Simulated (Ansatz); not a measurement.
# C6H7NO: the cost of one run

Method: the levels named in each step, in Ansatz 0.2.0.

## Step 1: The starting structure

Bond lengths (14 of 15 bonds, heavy atoms first): N1–C2 1.143 Å, C2–C3 1.440 Å, C3–C4 1.541 Å, C4–C5 1.525 Å, C5–C6 1.516 Å, C6–O7 1.199 Å, C3–C8 1.534 Å, C6–C8 1.517 Å, C3–H9 1.096 Å, C4–H10 1.089 Å, C4–H11 1.092 Å, C5–H12 1.093 Å, C5–H13 1.089 Å, C8–H14 1.094 Å. Angles (14 of 28 angles, heavy atoms first): N1–C2–C3 179.0°, C2–C3–C4 112.4°, C2–C3–C8 112.3°, C4–C3–C8 103.7°, C3–C4–C5 103.6°, C4–C5–C6 105.6°, C5–C6–O7 126.2°, C5–C6–C8 108.3°, O7–C6–C8 125.6°, C3–C8–C6 105.0°, C2–C3–H9 108.4°, C4–C3–H9 109.9°, C8–C3–H9 110.1°, C3–C4–H10 112.0°.

Coordinates:

```xyz
15

N     3.1701   -0.3970    0.2901
C     2.0358   -0.3944    0.4304
C     0.6037   -0.3808    0.5849
C    -0.1019   -1.3419   -0.3914
C    -1.5280   -0.8051   -0.4570
C    -1.4132    0.6877   -0.2221
O    -2.2830    1.4976   -0.3798
C    -0.0037    0.9877    0.2521
H     0.3654   -0.6575    1.6184
H    -0.0519   -2.3757   -0.0530
H     0.3723   -1.2788   -1.3729
H    -2.1446   -1.2178    0.3457
H    -2.0330   -1.0145   -1.3989
H     0.5328    1.4593   -0.5763
H    -0.0025    1.6870    1.0874
```

## Step 2: A rough first relaxation, PBE-D4/def2-SVP

input.yaml

```yaml
crystal:
  periodic: [false, false, false]
  atoms:
    - { symbol: "N", position_ang: [3.1701, -0.39698, 0.29011] }
    - { symbol: C, position_ang: [2.03581, -0.39443, 0.43039] }
    - { symbol: C, position_ang: [0.60374, -0.38083, 0.58492] }
    - { symbol: C, position_ang: [-0.10187, -1.3419, -0.39143] }
    - { symbol: C, position_ang: [-1.528, -0.80506, -0.45695] }
    - { symbol: C, position_ang: [-1.41316, 0.68773, -0.22211] }
    - { symbol: O, position_ang: [-2.283, 1.49758, -0.37978] }
    - { symbol: C, position_ang: [-0.00374, 0.98768, 0.2521] }
    - { symbol: H, position_ang: [0.36538, -0.65755, 1.61844] }
    - { symbol: H, position_ang: [-0.05185, -2.37574, -0.05298] }
    - { symbol: H, position_ang: [0.3723, -1.27884, -1.37286] }
    - { symbol: H, position_ang: [-2.14458, -1.21782, 0.34565] }
    - { symbol: H, position_ang: [-2.03298, -1.01445, -1.39889] }
    - { symbol: H, position_ang: [0.53281, 1.4593, -0.57633] }
    - { symbol: H, position_ang: [-0.00248, 1.68704, 1.08736] }
basis:
  gaussian: { orbitals: def2-SVP }
hamiltonian:
  xc: pbe
  dispersion: d4
relax:
  f_tol: 0.03
  max_steps: 200
```

The run is started by

```sh
ansatz run input.yaml --threads 4 --pin off --max-ram 10240MiB --backend cpu --events-out ev --progress --plain --runs-dir out
```

Q: Estimate wall time and peak memory on 4 threads of AMD EPYC 9R45 (Zen 5), shared host.

About 4.2 s, with a peak of 0.23 GiB.
